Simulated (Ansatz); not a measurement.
This Ansatz 0.2.0 run on Zr3S2 needs a look.

Contents of input.yaml:

```yaml
crystal:
  lattice:
    - [2.9025379727, 1.6757810799, 3.4877732718]
    - [-2.9025379727, 1.6757810799, 3.4877732718]
    - [0.0, -3.3515621597, 3.4877732718]
  atoms:
    - { symbol: Zr, position: [0.838727, 0.5, 0.161273] }
    - { symbol: Zr, position: [0.5, 0.161273, 0.838727] }
    - { symbol: Zr, position: [0.161273, 0.838727, 0.5] }
    - { symbol: S, position: [0.665023, 0.665023, 0.665023] }
    - { symbol: S, position: [0.334977, 0.334977, 0.334977] }
hamiltonian:
  xc: r2scan
  pseudopotentials: { kind: paw }
kpoints:
  mp_grid: { grid: [0, 6, 6] }
scf:
  occupations: { method: fermi_dirac, width: 0.05 }
  n_extra_bands: 12
  max_iter: 75
output:
  forces: true
  stress: true
  eigenvalues: true
  dos: { projected: true, de: 0.05, nscf_kmesh: { grid: [9, 9, 9] } }
```

Potentials or basis: Ansatz PAW.

Run with:

```sh
$ ansatz run input.yaml --threads 2 --pin off --max-ram 5632MiB --backend cpu --events-out ev --progress --plain --runs-dir out
```

Output:

```text
Error: invalid value for `kpoints.mp_grid.grid`: each dimension must be in 1..=255
```

Q: How did it end, and where is the flaw?

A: The program refused the input. The input holds a flaw that was put in on purpose: a mesh with a zero or a mesh and a spacing (kpoints.mp_grid.grid = [0, 6, 6]).

A sound run on the same cell differs in these lines of the main input:
```diff
@@ -16 +16 @@
-  mp_grid: { grid: [0, 6, 6] }
+  mp_grid: { grid: [6, 6, 6] }
@@ -20 +19,0 @@
-  max_iter: 75
```
